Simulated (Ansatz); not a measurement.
**CH4BrFSn: basis-set convergence**

One table from this session's results is given with a row withheld; the runs are named, their logs left out.

Program: Ansatz 0.2.0, Gaussian basis. Level of theory: one geometry, several basis sets. These are calculated values, not measurements.

The runs, in order: PBE0-D4/def2-SVP; ωB97M-V/def2-SVP; PBE0-D4/def2-QZVPP; ωB97M-V/def2-QZVPP; the functionals' def2-TZVPP values are taken from earlier runs.

### The relaxed structure

The geometry comes from an earlier relaxation with PBE0-D4 in a triple-zeta def2 set; it is a stationary point, not always the lowest conformer. Sn takes the def2 core potential; no spin-orbit term is included.

SMILES `[CH3][SnH]([F])[Br]`, 8 atoms, charge 0, spin multiplicity 1.

Atoms are counted from 1 here; the program's logs count them from 0.

Bond lengths: C1–Sn2 2.115 Å, C1–H5 1.089 Å, C1–H6 1.090 Å, C1–H7 1.089 Å, Sn2–F3 1.920 Å, Sn2–Br4 2.469 Å, Sn2–H8 1.700 Å. Angles: Sn2–C1–H5 108.1°, Sn2–C1–H6 109.4°, Sn2–C1–H7 109.8°, H5–C1–H6 109.8°, H5–C1–H7 109.7°, H6–C1–H7 110.0°, C1–Sn2–F3 105.6°, C1–Sn2–Br4 109.6°, C1–Sn2–H8 121.8°, F3–Sn2–Br4 104.9°, F3–Sn2–H8 105.1°, Br4–Sn2–H8 108.5°.

Set-up of the first run:

in.yaml reads:

```yaml
crystal:
  periodic: [false, false, false]
  atoms:
    - {symbol: C, position_ang: [-0.265366, 1.154162, 0.187797]}
    - {symbol: Sn, position_ang: [0.304894, -0.815907, -0.330174]}
    - {symbol: F, position_ang: [1.789158, -1.241891, 0.811353]}
    - {symbol: Br, position_ang: [-1.477335, -2.392184, 0.328658]}
    - {symbol: H, position_ang: [-0.499509, 1.169930, 1.251254]}
    - {symbol: H, position_ang: [0.559011, 1.835941, -0.019695]}
    - {symbol: H, position_ang: [-1.143794, 1.446431, -0.386438]}
    - {symbol: H, position_ang: [0.825041, -1.213881, -1.898654]}
basis:
  gaussian: {orbitals: def2-SVP}
hamiltonian: {xc: pbe0, dispersion: d4}
output: {orbitals: {seedname: orbitals}}
```

Among the steps run: PBE0-D4 in def2-SVP; ωB97M-V in def2-SVP; PBE0-D4 in def2-QZVPP; ωB97M-V in def2-QZVPP.

One table of the session follows, with a row left open; its other results are not shown here.

It belongs to the step «Functionals by basis». 

| functional | basis | HOMO (eV) |
| --- | --- | --- |
| PBE0-D4 | def2-SVP | -8.22 |
| PBE0-D4 | def2-TZVPP | ? |
| PBE0-D4 | def2-QZVPP | -8.37 |
| ωB97M-V | def2-SVP | -10.39 |
| ωB97M-V | def2-TZVPP | -10.55 |
| ωB97M-V | def2-QZVPP | -10.56 |

Q: Estimate the row for PBE0-D4, def2-TZVPP from the others.

The run gave: HOMO (eV): -8.35. In the column «HOMO (eV)» it lies between PBE0-D4, def2-QZVPP (-8.37) and PBE0-D4, def2-SVP (-8.22).
